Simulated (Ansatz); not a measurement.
**CH₇BGeO₂: a ladder of functionals and wavefunction methods**

One table from this session's results is given with a row withheld; the runs are named, their logs left out.

The runs use Ansatz 0.2.0, Gaussian basis; functionals in def2-TZVPP, the program's frozen cores in correlated methods.

Plan: LDA (SPW92), PBE-D4, revPBE-D4, BLYP-D4, r2SCAN-D4, B97M-V, PBE0-D4, B3LYP-D4, r2SCANh-D4, r2SCAN0-D4, HSE06-D4, BHLYP-D4, CAM-B3LYP-D4, LC-ωPBE, ωB97X-V, ωB97M-V, B2PLYP, PBE-QIDH; CCSD(T)/def2-SVP; CCSD(T)/def2-TZVPP; MP2/def2-QZVPP; extrapolation to the limit; RPA on PBE.

## The relaxed structure

An earlier PBE0-D4 in a triple-zeta def2 set relaxation fixed the geometry.

SMILES `[CH3][GeH2][B](O)O`, 12 atoms, charge 0, spin multiplicity 1.

Atoms are counted from 1 here; the program's logs count them from 0.

Bond lengths: C1–Ge2 1.964 Å, C1–H6 1.090 Å, C1–H7 1.091 Å, C1–H8 1.091 Å, Ge2–B3 2.093 Å, Ge2–H9 1.547 Å, Ge2–H10 1.546 Å, B3–O4 1.360 Å, B3–O5 1.360 Å, O4–H11 0.958 Å, O5–H12 0.958 Å. Angles: Ge2–C1–H6 110.3°, Ge2–C1–H7 110.3°, Ge2–C1–H8 110.4°, H6–C1–H7 108.7°, H6–C1–H8 108.7°, H7–C1–H8 108.4°, C1–Ge2–B3 112.0°, C1–Ge2–H9 108.2°, C1–Ge2–H10 108.2°, B3–Ge2–H9 110.5°, B3–Ge2–H10 110.8°, H9–Ge2–H10 106.9°, Ge2–B3–O4 122.4°, Ge2–B3–O5 122.6°, O4–B3–O5 115.0°, B3–O4–H11 113.6°, B3–O5–H12 113.7°.

The first run:

The input, in.yaml:

```yaml
crystal:
  periodic: [false, false, false]
  atoms:
    - {symbol: C, position_ang: [-1.224419, 1.398286, -0.134736]}
    - {symbol: Ge, position_ang: [0.359761, 0.506917, 0.608897]}
    - {symbol: B, position_ang: [0.696994, -1.360199, -0.273633]}
    - {symbol: O, position_ang: [0.199755, -2.513220, 0.248026]}
    - {symbol: O, position_ang: [1.406000, -1.509823, -1.424307]}
    - {symbol: H, position_ang: [-1.375571, 2.365416, 0.345342]}
    - {symbol: H, position_ang: [-2.113340, 0.786450, 0.024121]}
    - {symbol: H, position_ang: [-1.102610, 1.556311, -1.207171]}
    - {symbol: H, position_ang: [0.158649, 0.356861, 2.134982]}
    - {symbol: H, position_ang: [1.577240, 1.437891, 0.404327]}
    - {symbol: H, position_ang: [-0.275167, -2.389077, 1.070524]}
    - {symbol: H, position_ang: [1.769709, -0.690912, -1.762474]}
basis:
  gaussian: {orbitals: def2-TZVPP}
hamiltonian: {xc: lda}
output: {orbitals: {seedname: orbitals}}
```

Steps of the session up to this table: LDA; PBE-D4 (GGA); revPBE-D4 (GGA); BLYP-D4 (GGA); r2SCAN-D4 (meta-GGA); B97M-V (meta-GGA); PBE0-D4 (hybrid); B3LYP-D4 (hybrid); r2SCANh-D4 (hybrid); r2SCAN0-D4 (hybrid); HSE06-D4 (hybrid); BHLYP-D4 (hybrid); CAM-B3LYP-D4 (range-separated); LC-ωPBE (range-separated); ωB97X-V (range-separated); ωB97M-V (range-separated); B2PLYP (double hybrid); PBE-QIDH (double hybrid).

One of the session's tables, all rows but one given; the rest of the session is left out.

It belongs to the step «Orbital energies across the functionals». 

```
  functional  HOMO (eV)  gap (eV)
 LDA (SPW92)      -6.60      5.35
      PBE-D4      -6.46      5.43
   revPBE-D4          ?         ?
     BLYP-D4      -6.36      5.44
   r2SCAN-D4      -6.72      5.97
      B97M-V      -6.82      5.96
     PBE0-D4      -7.74      7.56
    B3LYP-D4      -7.55      7.13
  r2SCANh-D4      -7.20      6.75
  r2SCAN0-D4      -7.91      7.90
    HSE06-D4      -7.34      6.78
    BHLYP-D4      -8.96      9.58
CAM-B3LYP-D4      -9.12      9.90
     LC-ωPBE     -10.42     12.40
     ωB97X-V     -10.08     11.90
     ωB97M-V      -9.91     11.43
```

Estimate the missing values for revPBE-D4.

As computed: HOMO (eV): -6.39; gap (eV): 5.47. In the column «HOMO (eV)» it lies between PBE-D4 (-6.46) and BLYP-D4 (-6.36).
